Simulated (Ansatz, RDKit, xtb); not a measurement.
# GeSiH6O2: ranking a sample of isomers, part 2 of 2

A sample of isomers of GeSiH6O2 is drawn. Aim: find which of them has the lowest free energy at 298.15 K, then its properties. The sample is small against all isomers, and the most stable one of this formula need not be in it.

xtb, Ansatz and PySCF; isolated molecules. The steps go on from the part before.

**7. Harmonic analysis of the finalists**

The lowest few in one piece go on as finalists. Harmonic vibrations at B3LYP-D3(BJ)/def2-SVP test each finalist and give the zero-point energy and the thermal terms. The first, c197a:

Input file input.yaml:

```yaml
crystal:
  periodic: [false, false, false]
  atoms:
    - {symbol: Ge, position_ang: [-0.478742, -0.068908, 1.968288]}
    - {symbol: O, position_ang: [-1.615227, -2.481515, -0.030566]}
    - {symbol: O, position_ang: [0.440749, -3.259546, 1.699433]}
    - {symbol: Si, position_ang: [-0.168766, -2.075302, 0.694705]}
    - {symbol: H, position_ang: [-2.420096, -2.418934, 0.496370]}
    - {symbol: H, position_ang: [0.806781, -1.950185, -0.407901]}
    - {symbol: H, position_ang: [0.049404, -3.356150, 2.575199]}
    - {symbol: H, position_ang: [0.824088, 0.411132, 2.643382]}
    - {symbol: H, position_ang: [-1.044126, 1.090565, 1.119943]}
    - {symbol: H, position_ang: [-1.502117, -0.342961, 3.100933]}
basis:
  gaussian:
    orbitals: def2-SVP
total_charge: 0
hamiltonian:
  xc: {name: B3LYP}
  dispersion: d3bj
scf:
  lower_state_search: "off"
phonons: {}
```

Command:

```
$ ansatz run input.yaml --threads 2 --pin off --max-ram 5220MiB --events-out events.jsonl --progress --plain --runs-dir runs
```

Standard output, shortened:

```text
Warning: RAYON_NUM_THREADS=2 ignored (pool sized by the plan → 2); use --threads N
Functional definition: B3LYP
  name "B3LYP"
[...]
1121 factors; integrals over basis functions are off by at most 2.8e-4 eV
[...]
mean field -68578.80101365 eV, -2520.2244528709 hartree, gradient 9.1e-6 eV, S^2 0.000000; 0 other end points of the search recorded, 0 dependent functions left out
[...]
reference -68578.80127536 eV, -2520.2244624883 hartree; 34, 34 occupied and 74, 74 virtual orbitals, 1121 factors
[...]
1121 factors; integrals over basis functions are off by at most 2.8e-4 eV
mean field -68578.80093912 eV, -2520.2244501318 hartree, gradient 1.1e-6 eV, S^2 0.000000; 0 other end points of the search recorded, 0 dependent functions left out
[...]
reference -68578.80120083 eV, -2520.2244597496 hartree; 34, 34 occupied and 74, 74 virtual orbitals, 1121 factors
[...]
Atom 3 at    -0.168766    -2.075302     0.694705 Å, force    -0.000007     0.001292     0.000956 eV/Å
Atom 4 at    -2.420096    -2.418934     0.496370 Å, force    -0.001052    -0.000331     0.000783 eV/Å
Atom 5 at     0.806781    -1.950185    -0.407901 Å, force     0.000379    -0.001798    -0.002162 eV/Å
Atom 6 at     0.049404    -3.356150     2.575199 Å, force    -0.000115    -0.000170     0.000964 eV/Å
Atom 7 at     0.824088     0.411132     2.643382 Å, force    -0.000757     0.000303     0.000443 eV/Å
Atom 8 at    -1.044126     1.090565     1.119943 Å, force     0.000746     0.000396     0.000832 eV/Å
Atom 9 at    -1.502117    -0.342961     3.100933 Å, force    -0.000202    -0.001885    -0.001448 eV/Å
Dipole moment:    -0.294056     0.018082     0.355661 e Å
Vibrations: 75.03 128.61 171.64 185.66 291.61 307.86 376.93 459.28 468.69 747.58 761.65 775.25 849.11 880.12 887.43 894.73 896.23 930.87 2086.71 2117.99 2123.91 2293.29 3876.50 3878.06 cm⁻¹, zero-point energy 1.640606 eV
Checks for a lower state left out: stability, starts, cluster_reference, orbital_swaps, neighbouring_geometries, increment
```

Wall time 91 s (2 threads of Arm Neoverse V2, shared host); peak memory 0.22 GiB.

**8. Zero-point energy and free-energy terms**

At 298.15 K and 1 atm, ideal gas, rigid rotor and harmonic oscillator:

```csv
label,SMILES,spin,point group,lowest mode (cm⁻¹),zero-point (kcal/mol),G − E (kcal/mol)
c197a,O[SiH](O)[GeH3],singlet,Cs,75,37.8,17.4
c333a,O[SiH2][GeH2][OH],singlet,Cs,32,38.5,18.1
c451a,[OH][GeH]([OH])[SiH3],singlet,C1,81,37.7,17.0
```

Chiral structures get −RT ln 2 for their mirror image.

**9. The final energy**

Single points at CCSD(T)/def2-SVP + MP2/def2-TZVPP - MP2/def2-SVP on the refined geometries decide the order.

c197a, CCSD(T)/def2-SVP:

Edit input.yaml of step 7 so:

```diff
@@ -16,8 +16,4 @@
     orbitals: def2-SVP
-total_charge: 0
-hamiltonian:
-  xc: {name: B3LYP}
-  dispersion: d3bj
-scf:
-  lower_state_search: "off"
-phonons: {}
+correlation:
+  method: ccsd_t
+  frozen_orbitals: {Ge: 9, O: 1, H: 0, Si: 5}
```

Command:

```
$ ansatz run input.yaml --threads 2 --pin off --max-ram 5220MiB --events-out events.jsonl --progress --plain --runs-dir runs
```

Standard output, shortened:

```text
Warning: RAYON_NUM_THREADS=2 ignored (pool sized by the plan → 2); use --threads N
Functional definition: HF
  name "HF"
[...]
1048 factors; integrals over basis functions are off by at most 1.4e-3 eV
[...]
mean field -68494.41165974 eV, -2517.1232013157 hartree, gradient 1.4e-6 eV, S^2 0.000000; 0 other end points of the search recorded, 0 dependent functions left out
16 core orbitals not correlated: weight in the atoms' cores, before any rotation towards them, 1.000 or more for the frozen orbitals, at most 0.000 for the correlated occupied ones
reference -68494.41165974 eV, -2517.1232013157 hartree; 18, 18 occupied and 74, 74 virtual orbitals, 1048 factors
second order -19.29264101 eV of doubles, -0.00000000 eV of singles
cycle   1  -19.49449334 eV  change   -2.0e-1 eV  update   1.1e-1
[...]
cycle   9  -20.16977548 eV  change   -1.4e-5 eV  update   1.7e-5
perturbative correction -0.48105673 eV, -0.0176785088 hartree
Total energy: -68515.06249195 eV, -2517.8821054018 hartree
```

It took 8.7 s on 2 threads of Arm Neoverse V2, shared host; peak memory 0.48 GiB.

**10. c197a at MP2/def2-TZVPP**

Input file input.yaml:

```yaml
crystal:
  periodic: [false, false, false]
  atoms:
    - symbol: Ge
      position_ang: [-0.478742, -0.068908, 1.968288]
    - symbol: O
      position_ang: [-1.615227, -2.481515, -0.030566]
    - symbol: O
      position_ang: [0.440749, -3.259546, 1.699433]
    - symbol: Si
      position_ang: [-0.168766, -2.075302, 0.694705]
    - symbol: H
      position_ang: [-2.420096, -2.418934, 0.496370]
    - symbol: H
      position_ang: [0.806781, -1.950185, -0.407901]
    - symbol: H
      position_ang: [0.049404, -3.356150, 2.575199]
    - symbol: H
      position_ang: [0.824088, 0.411132, 2.643382]
    - symbol: H
      position_ang: [-1.044126, 1.090565, 1.119943]
    - symbol: H
      position_ang: [-1.502117, -0.342961, 3.100933]
basis:
  gaussian: {orbitals: def2-TZVPP}
correlation: {method: mp2, frozen_orbitals: {Ge: 9, O: 1, H: 0, Si: 5}}
```

Command:

```
$ ansatz run input.yaml --threads 2 --pin off --max-ram 5220MiB --events-out events.jsonl --progress --plain --runs-dir runs
```

Standard output:

```text
Warning: RAYON_NUM_THREADS=2 ignored (pool sized by the plan → 2); use --threads N
[... 2 set-up lines as earlier in the session ...]
  exchange = exact_x
  correlation = 0
1426 factors; integrals over basis functions are off by at most 6.9e-4 eV
mean field evaluation 1: about -68505.1764 eV, gradient 4.9e1 eV
mean field evaluation 2: about -68505.3836 eV, gradient 4.9e1 eV
mean field evaluation 4: about -68509.9526 eV, gradient 3.3e0 eV
mean field evaluation 8: about -68510.0166 eV, gradient 2.6e-1 eV
mean field -68510.01680303 eV, -2517.6966797540 hartree, gradient 2.0e-6 eV, S^2 0.000000; 0 other end points of the search recorded, 0 dependent functions left out
16 core orbitals not correlated: weight in the atoms' cores, before any rotation towards them, 1.000 or more for the frozen orbitals, at most 0.000 for the correlated occupied ones
reference -68510.01680303 eV, -2517.6966797540 hartree; 18, 18 occupied and 202, 202 virtual orbitals, 1426 factors
second order -23.71010971 eV of doubles, -0.00000000 eV of singles
Total energy: -68533.72691273 eV, -2518.5680102143 hartree
```

Run time: 4.5 s. Hardware: 2 threads of Arm Neoverse V2, shared host; peak memory 0.56 GiB.

**11. c333a at CCSD(T)/def2-SVP**

Input file input.yaml:

```yaml
crystal:
  periodic: [false, false, false]
  atoms:
    - {symbol: Ge, position_ang: [-0.810397, -0.434205, 1.897808]}
    - {symbol: O, position_ang: [-0.118277, -3.235172, 0.620607]}
    - {symbol: O, position_ang: [-1.645597, -1.927225, 2.533634]}
    - {symbol: Si, position_ang: [0.446598, -1.704226, 0.289120]}
    - {symbol: H, position_ang: [-0.776092, -3.218889, 1.342408]}
    - {symbol: H, position_ang: [0.149277, -1.284532, -1.109958]}
    - {symbol: H, position_ang: [1.916261, -1.585863, 0.508324]}
    - {symbol: H, position_ang: [-1.886945, 0.554457, 1.384425]}
    - {symbol: H, position_ang: [-0.050463, 0.243514, 3.065324]}
    - {symbol: H, position_ang: [-2.279181, -1.785608, 3.248009]}
basis:
  gaussian:
    orbitals: def2-SVP
magnetization:
  spin_polarized: false
  initial_magnetization: 0
correlation:
  method: ccsd_t
  frozen_orbitals: {Ge: 9, O: 1, H: 0, Si: 5}
```

Command:

```
$ ansatz run input.yaml --threads 2 --pin off --max-ram 5220MiB --events-out events.jsonl --progress --plain --runs-dir runs
```

Standard output, shortened:

```text
Warning: RAYON_NUM_THREADS=2 ignored (pool sized by the plan → 2); use --threads N
[... 2 set-up lines as earlier in the session ...]
[...]
1047 factors; integrals over basis functions are off by at most 1.2e-3 eV
[...]
mean field -68493.64735205 eV, -2517.0951135263 hartree, gradient 9.0e-7 eV, S^2 0.000000; 0 other end points of the search recorded, 0 dependent functions left out
16 core orbitals not correlated: weight in the atoms' cores, before any rotation towards them, 1.000 or more for the frozen orbitals, at most 0.000 for the correlated occupied ones
reference -68493.64735205 eV, -2517.0951135263 hartree; 18, 18 occupied and 74, 74 virtual orbitals, 1047 factors
second order -19.33062963 eV of doubles, -0.00000000 eV of singles
cycle   1  -19.51238905 eV  change   -1.8e-1 eV  update   1.1e-1
[...]
cycle   9  -20.20689562 eV  change   -2.0e-5 eV  update   2.2e-5
perturbative correction -0.49199207 eV, -0.0180803750 hartree
Total energy: -68514.34623974 eV, -2517.8557836185 hartree
```

It took 8.7 s on 2 threads of Arm Neoverse V2, shared host; peak memory 0.48 GiB.

**12. Putting it together**

Energies in kcal/mol from c197a; G adds the thermal terms to the CCSD(T)/def2-SVP + MP2/def2-TZVPP - MP2/def2-SVP energy. The columns left of the relaxed level are at the tight-binding geometries.

```csv
label,SMILES,spin,GFN2-xTB,HF/STO-3G,r2SCAN-D4/def2-SVP,B3LYP-D3(BJ)/def2-SVP,HF/def2-SVP,MP2/def2-SVP,CCSD(T)/def2-SVP + MP2/def2-TZVPP - MP2/def2-SVP,G,share at equilibrium,T1
c197a,O[SiH](O)[GeH3],singlet,0.0,0.0,0.0,0.0,0.0,0.0,0.0,0.0,100.0 %,0.012
c333a,O[SiH2][GeH2][OH],singlet,8.0,11.7,18.5,16.2,17.6,16.7,19.5,20.2,< 0.1 %,0.012
c451a,[OH][GeH]([OH])[SiH3],singlet,19.5,7.7,24.4,24.8,25.5,24.0,27.9,27.5,< 0.1 %,0.012
```

Lowest found: c197a, `O[SiH](O)[GeH3]`, a singlet of point group Cs. Bond lengths: Ge1–Si4 2.397 Å, O2–Si4 1.668 Å, O3–Si4 1.668 Å, O2–H5 0.964 Å, Si4–H6 1.478 Å, O3–H7 0.964 Å, Ge1–H8 1.544 Å, Ge1–H9 1.544 Å, Ge1–H10 1.551 Å. Some angles: Ge1–Si4–O2 108.8°, Ge1–Si4–O3 108.8°, O2–Si4–O3 113.9°, Ge1–Si4–H6 114.3°, O2–Si4–H6 105.6°, O3–Si4–H6 105.6°, Si4–Ge1–H8 112.6°, Si4–Ge1–H9 112.6°, Si4–Ge1–H10 109.0°, Si4–O2–H5 118.1°.

```xyz
10

Ge   -0.4787   -0.0689    1.9683
O    -1.6152   -2.4815   -0.0306
O     0.4407   -3.2595    1.6994
Si   -0.1688   -2.0753    0.6947
H    -2.4201   -2.4189    0.4964
H     0.8068   -1.9502   -0.4079
H     0.0494   -3.3561    2.5752
H     0.8241    0.4111    2.6434
H    -1.0441    1.0906    1.1199
H    -1.5021   -0.3430    3.1009
```

**13. Summary of results**

The summary covers parts 1 to 2.

```
                                                        quantity                                                                  value
                                          lowest structure found                                           O[SiH](O)[GeH3], singlet, Cs
                                                   next finalist                  O[SiH2][GeH2][OH], singlet, 20.2 kcal/mol higher in G
                       share at equilibrium, among the finalists                                                                100.0 %
                                                          funnel  3 starts, 3 minima at GFN2-xTB, 6 screening runs, 3 relaxed, 3 ranked
                                            CPU time of all runs                                                                 13 min
harmonic wavenumbers, lowest and highest (B3LYP-D3(BJ)/def2-SVP)                                                       75 and 3878 cm⁻¹
                             rotational constants, same geometry                                          0.1949, 0.06033, 0.05019 cm⁻¹
```

**Reading.** The search ends on `O[SiH](O)[GeH3]`. The margin of 20.2 kcal/mol over the next finalist is beyond the usual error of the last level; it says nothing of structures that weren't ranked. GFN2-xTB, HF/STO-3G, r2SCAN-D4/def2-SVP, B3LYP-D3(BJ)/def2-SVP, HF/def2-SVP and MP2/def2-SVP already put its bonding pattern lowest among the structures in one piece. The largest share of the time went into the vibrations (69 %). Lowest found is not proven lowest: the search is finite, and each finalist counts with one conformer. Only 3 drawn patterns were tried, so whole families of isomers are missing, and the result ranks this sample alone.
